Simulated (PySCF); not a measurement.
**BSiH4SO (SMILES [SiH3]O[B]S): levels of theory compared**

We compute a comparison of 5 runs (UHF/def2-SVP, UB3LYP/6-31G*, UPBE/cc-pVDZ, UPBE0/def2-SVP, UPBE/def2-TZVP) of BSiH4SO. 

Program for the calculation: PySCF 2.14.0.

## Step 1: Starting point

The species is BSiH4SO (8 atoms), meant as a doublet with charge 0. As SMILES, `[SiH3]O[B]S`. The coordinates come from a PBE0-D4/def2-TZVP relaxation. This is one conformer, not always the lowest.

Bond lengths: Si1–O2 1.664 Å, O2–B3 1.334 Å, B3–S4 1.796 Å, Si1–H5 1.479 Å, Si1–H6 1.482 Å, Si1–H7 1.482 Å, S4–H8 1.341 Å. Angles: Si1–O2–B3 130.9°, O2–B3–S4 123.3°, O2–Si1–H5 106.1°, O2–Si1–H6 109.6°, O2–Si1–H7 109.5°, B3–S4–H8 95.3°, H5–Si1–H6 110.6°, H5–Si1–H7 110.6°, H6–Si1–H7 110.2°.

## Step 2: Energy and forces at UHF/def2-SVP (run 1)

input.py reads:

```python
# [SiH3]O[B]S
from pyscf import gto, scf

mol = gto.M(
    atom='''
Si  -0.896700   1.222300   0.197300
O    0.326700   0.229500  -0.338300
B    0.609900  -1.041700  -0.050600
S    2.000400  -1.927800  -0.762700
H   -0.669300   2.536800  -0.442200
H   -0.830500   1.341000   1.673300
H   -2.205800   0.661700  -0.213900
H    1.757600  -3.079000  -0.118600
''',
    basis='def2-svp',
    spin=1,
    verbose=4,
    max_memory=1860,
)

hf = scf.UHF(mol)
hf.conv_tol = 1e-10
hf.kernel()
if not hf.converged:
    hf = hf.newton().run(hf.mo_coeff, hf.mo_occ)

e_final = hf.e_tot
print(f'total energy: {e_final:.8f} hartree')
grad = hf.nuc_grad_method().kernel()
hf.analyze()
```

Started as:

```sh
$ OMP_NUM_THREADS=1 python input.py
```

Standard output:

```text
PySCF version 2.14.0

[... 114 lines left out ...]
Total Energy =                        -788.103475853345685
[... 2 lines left out ...]
Two-electron Energy =                  477.680789354853403
[... 5 lines left out ...]
MO #1   energy= -91.9198053241168  | -91.9190472600056  occ= 1 | 1
[... 3 lines left out ...]
MO #84  energy= 3.71640570259572   | 3.72267943953035   occ= 0 | 0
[... 111 lines left out ...]
Dipole moment(X, Y, Z, Debye): -1.25306,  0.17054,  0.88994
```

It took 4.5 s on 1 thread of Arm Neoverse V2, shared host; peak memory 0.17 GiB.

## Step 3: Energy and gradient at UB3LYP/6-31G(d) (Cartesian functions) (run 2)

job.py reads:

```python
# [SiH3]O[B]S
import pyscf.grad
from pyscf import gto, dft

molecule = gto.M(
    atom='''
Si    -1.694517     2.309812     0.372843
O      0.617374     0.433692    -0.639294
B      1.152544    -1.968528    -0.095620
S      3.780208    -3.643014    -1.441294
H     -1.264794     4.793857    -0.835637
H     -1.569418     2.534123     3.162079
H     -4.168358     1.250432    -0.404212
H      3.321383    -5.818467    -0.224122
''',
    spin=1,
    max_memory=1860,
    unit='bohr',
    cart=True,
    verbose=3,
    basis='6-31g*',
)

mf = dft.UKS(molecule)
mf.xc = 'b3lyp'
mf.conv_tol = 1e-10
mf.grids.level = 5
mf.kernel()
if not mf.converged:
    mf = mf.newton().run(mf.mo_coeff, mf.mo_occ)

energy = mf.e_tot
print('E = %.10f Eh' % energy)
grad = mf.Gradients().kernel()
dip = mf.dip_moment()
pop, q = mf.mulliken_pop()
```

Started as:

```sh
$ OMP_NUM_THREADS=1 python job.py
```

Standard output:

```text
converged SCF energy = -790.196460495688  <S^2> = 0.75226096  2S+1 = 2.0022597
E = -790.1964604957 Eh
--------------- UKS gradients ---------------
         x                y                z
0 Si     0.0054773185    -0.0040239160    -0.0025391795
1 O    -0.0063385446    -0.0008884033     0.0051640860
2 B     0.0056854123     0.0018486071    -0.0050998181
3 S    -0.0064758847     0.0011187574     0.0045177734
4 H     0.0006128559    -0.0006412994    -0.0002165525
5 H     0.0005916734    -0.0008363854    -0.0005678152
6 H     0.0009553329    -0.0006380824    -0.0000383402
7 H    -0.0005111818     0.0040643618    -0.0012191497
----------------------------------------------
Dipole moment(X, Y, Z, Debye): -1.23050,  0.35749,  0.79798
 ** Mulliken pop       alpha | beta **
pop of  0 Si 1s        0.99936 | 0.99935
pop of  0 Si 2s        0.99528 | 0.99527
pop of  0 Si 3s        0.51285 | 0.50928
pop of  0 Si 4s        0.12018 | 0.10456
pop of  0 Si 2px       0.99375 | 0.99376
pop of  0 Si 2py       0.99387 | 0.99387
[... 69 lines of this table left out ...]
pop of  7  H 2s        0.18813 | 0.18915
In total            24.00000 | 23.00000
 ** Mulliken atomic charges   ( Nelec_alpha | Nelec_beta ) **
charge of  0Si =      0.53291  (     6.75204      6.71505 )
charge of  1O =     -0.44501  (     4.24766      4.19735 )
charge of  2B =      0.16836  (     2.84180      1.98984 )
charge of  3S =     -0.15917  (     8.10700      8.05217 )
charge of  4H =     -0.07080  (     0.53488      0.53592 )
charge of  5H =     -0.07215  (     0.53557      0.53657 )
charge of  6H =     -0.07227  (     0.53564      0.53663 )
charge of  7H =      0.11813  (     0.44540      0.43646 )
```

Wall time 42 s (1 thread of Arm Neoverse V2, shared host); peak memory 0.76 GiB.

## Step 4: Energy and gradient at UPBE/cc-pVDZ (run 3)

run.py reads:

```python
from pyscf import gto, dft

mol = gto.Mole()
mol.atom = '''
Si    -0.896700     1.222300     0.197300
O      0.326700     0.229500    -0.338300
B      0.609900    -1.041700    -0.050600
S      2.000400    -1.927800    -0.762700
H     -0.669300     2.536800    -0.442200
H     -0.830500     1.341000     1.673300
H     -2.205800     0.661700    -0.213900
H      1.757600    -3.079000    -0.118600
'''
mol.verbose = 4
mol.charge = 0
mol.spin = 1
mol.max_memory = 1860
mol.basis = 'cc-pvdz'
mol.build()

mf = dft.UKS(mol)
mf.xc = 'pbe'
mf.conv_tol = 1e-10
mf.grids.level = 5
mf.kernel()
if not mf.converged:
    mf = mf.newton().run(mf.mo_coeff, mf.mo_occ)

etot = mf.e_tot
print('E = %.10f Eh' % etot)
grad = mf.nuc_grad_method().kernel()
mf.analyze()
```

Started as:

```sh
$ OMP_NUM_THREADS=1 python run.py
```

Standard output:

```text
PySCF version 2.14.0

[... 126 lines left out ...]
Total Energy =                        -789.740431003699882
[... 2 lines left out ...]
Two-electron Energy =                  476.799499463107168
[... 5 lines left out ...]
MO #1   energy= -88.0695262976959  | -88.0690097098575  occ= 1 | 1
[... 3 lines left out ...]
MO #84  energy= 3.11851166494481   | 3.12522092610116   occ= 0 | 0
[... 111 lines left out ...]
Dipole moment(X, Y, Z, Debye): -0.87262,  0.38641,  0.51077
```

It took 46 s on 1 thread of Arm Neoverse V2, shared host; peak memory 0.84 GiB.

Run 4 isn't shown in full; the table further down has it.

## Step 5: Energy and gradient at UPBE/def2-TZVP (run 5)

job.py reads:

```python
from pyscf import gto, dft

mol = gto.Mole()
mol.atom = '''
Si  -0.896700   1.222300   0.197300
O    0.326700   0.229500  -0.338300
B    0.609900  -1.041700  -0.050600
S    2.000400  -1.927800  -0.762700
H   -0.669300   2.536800  -0.442200
H   -0.830500   1.341000   1.673300
H   -2.205800   0.661700  -0.213900
H    1.757600  -3.079000  -0.118600
'''
mol.spin = 1
mol.basis = 'def2-tzvp'
mol.verbose = 3
mol.max_memory = 1860
mol.build()

mf = dft.UKS(mol)
mf.xc = 'pbe'
mf.grids.level = 5
mf.conv_tol = 1e-10
mf.kernel()
if not mf.converged:
    mf = mf.newton().run(mf.mo_coeff, mf.mo_occ)

etot = mf.e_tot
print('Final energy', etot)
grad = mf.nuc_grad_method().kernel()
mf.analyze()
```

Started as:

```sh
$ OMP_NUM_THREADS=1 python job.py
```

Standard output:

```text
WARN: HOMO -0.172197403223649 >= LUMO -0.172197403223656

[... 1 line left out ...]
Final energy -789.8143478546059
[... 11 lines left out ...]
MO #2   energy= -65.4339160138898  | -65.4338869918188  occ= 1 | 1
[... 2 lines left out ...]
MO #160 energy= 43.2051565720576   | 43.2074904538123   occ= 0 | 0
[... 20 lines left out ...]
Dipole moment(X, Y, Z, Debye): -0.72769,  0.35074,  0.41484
```

Wall time 2 min (1 thread of Arm Neoverse V2, shared host); peak memory 2 GiB.

## Step 6: The series

| run | level | Cartesian functions | integration grid | energy (Eh) | dipole moment (D) | HOMO energy (eV) | LUMO energy (eV) | wall time |
| --- | --- | --- | --- | --- | --- | --- | --- | --- |
| 1 | UHF/def2-SVP | no | – | -788.103476 | 1.55 | -8.90 | 2.59 | 4.5 s |
| 2 | UB3LYP/6-31G* (Cartesian functions) | yes | 5 | -790.196460 | 1.51 | -5.08 | -1.44 | 42 s |
| 3 | UPBE/cc-pVDZ | no | 5 | -789.740431 | 1.08 | -4.13 | -2.13 | 46 s |
| 4 | UPBE0/def2-SVP | no | 5 | -789.523580 | 1.17 | -5.52 | -1.23 | 46 s |
| 5 | UPBE/def2-TZVP | no | 5 | -789.814348 | 0.91 | -4.38 | -2.44 | 2 min |

## Step 7: Outcome

| quantity | value |
| --- | --- |
| run 5: total energy | -789.81435 Eh |
| run 5: dipole moment | 0.91 D |
| run 5: HOMO energy (highest over α and β) | -4.38 eV |
| run 5: LUMO energy (lowest over α and β) | -2.44 eV |
| run 5: ⟨S²⟩ | 0.753 |
| run 5: largest force on an atom | 0.434 eV/Å |

What this shows: The dipole moment (its size) runs from 0.91 D (UPBE/def2-TZVP) to 1.55 D (UHF/def2-SVP). The two ends differ in method and basis. Totals of different functionals can't be ranked against each other. All runs together took 4.3 min, the longest 2 min.
